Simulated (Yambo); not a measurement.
Bi: optical spectrum with PBEsol

Crystal: Bi.

```
CELL_PARAMETERS angstrom
2.26750 1.30914 3.93800
-2.26750 1.30914 3.93800
0.00000 -2.61828 3.93800
ATOMIC_POSITIONS crystal
Bi 0.76600 0.76600 0.76600
Bi 0.23400 0.23400 0.23400
```

- Program: Yambo 5.3.0
- Task: optical spectrum
- Functional: PBEsol
- Potentials or basis: PseudoDojo 0.4.1 SR PBEsol standard
- Cutoff: 898 eV
- Density cutoff: 3592 eV
- k mesh: 8 × 8 × 8
- Occupations: fermi-dirac, width 0.05 eV
- Spin: no spin polarisation
- k mesh of the self-consistent run: 8 × 8 × 8
- Direction of the field or of q to 0: y
- Broadening: 0.05 eV
- Kernel: none (independent particles)
- Top of the energy range: 30 eV
- Energy points: 300
- Correction of the levels: none
- Bands in the response: 30

```yaml
Band_gap_on_the_k_mesh_mean-field_level: none (metal or under the smearing width)
```

Dielectric function (along the field direction of the input):
```
energy (eV)  real part  imaginary part
       0.50     -31.11          108.64
       0.90      96.03           77.32
       1.40      -3.75           49.69
       1.91     -20.89           24.38
       2.41     -18.71            6.96
       2.91     -11.05            6.06
       3.41      -5.95            4.38
       3.91      -4.54            2.39
       4.41      -2.30            2.96
       4.92       1.52            2.97
       5.42      -3.31            5.30
       5.92      -2.33            1.47
       6.42      -2.30            4.30
       6.92      -1.82            3.11
       7.42      -2.94            2.85
       7.93      -2.38            1.48
       8.43      -1.38            1.77
       8.93      -1.09            1.28
       9.43      -1.57            0.98
       9.93      -0.54            0.73
      10.43      -0.48            0.94
      10.94      -0.76            0.70
      11.44      -0.26            0.46
      11.94      -0.08            0.72
      12.44      -0.13            0.73
      12.94      -0.21            0.50
      13.44       0.06            0.42
      13.95       0.28            0.66
      14.45       0.09            0.51
      14.95       0.19            0.31
      15.45       0.41            0.57
      15.95       0.09            0.35
      16.45       0.18            0.24
      16.96       0.19            0.25
      17.46       0.29            0.11
      17.96       0.37            0.08
      18.46       0.47            0.06
      18.96       0.54            0.07
      19.46       0.61            0.06
      19.97       0.65            0.05
```

Energy-loss function:
```tsv
energy (eV)	loss
0.0	0.000
1.3	0.015
2.6	0.031
3.9	0.091
5.2	0.173
6.5	0.250
7.8	0.210
9.1	0.385
10.4	0.842
11.7	1.248
13.0	2.053
14.3	2.371
15.7	1.588
17.0	2.535
18.3	0.410
19.6	0.149
20.9	0.048
22.2	0.021
23.5	0.349
24.8	0.315
26.1	0.555
27.4	0.646
28.7	0.772
30.0	0.146
```

Run time: 88 s on 1 thread of Intel(R) Xeon(R) 6975P-C (Granite Rapids), on a shared host.

Caveat: the intraband (Drude) term of the metal is left out; spectra need much finer meshes, so this one isn't converged; independent-particle spectra lack excitons; spin-orbit coupling is left out, which moves the levels of the heavy elements.
